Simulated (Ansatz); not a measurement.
The system is TcSe2.

```xyz
3
Lattice="0.0000 3.1457 3.1457 3.1457 0.0000 3.1457 3.1457 3.1457 0.0000" Properties=species:S:1:pos:R:3 pbc="T T T"
Tc    0.0000    0.0000    0.0000
Se    1.5729    1.5729    1.5729
Se    4.7186    4.7186    4.7186
```

The cell comes from a database or a generator and needn't be the stable form of this composition.

Program: Ansatz 0.2.0. Alike in all runs: task single point; potentials or basis Ansatz PAW earlier set; cell as given; k mesh 5 × 5 × 5; cutoff (eV) 500; smearing gaussian 0.05 eV. Hardware: 2 threads of Arm Neoverse V1, on a shared host.

Problem. Order these runs on this cell by their wall time, lowest first.
A. level PBE+U; spin collinear, ferromagnetic start; U Tc d U = 8 eV
B. level PBEsol+U; spin collinear, ferromagnetic start; U Tc d U = 3 eV
C. level PBE+U; spin off; U Tc d U = 4 eV

Solution. C (1.6 s), B (8.5 s), A (100 s).

Caveats: the magnetic or orbital state may not be the lowest (some runs); U without spin polarisation on a metal has little footing (some runs).

Not every run made on this cell is shown here.
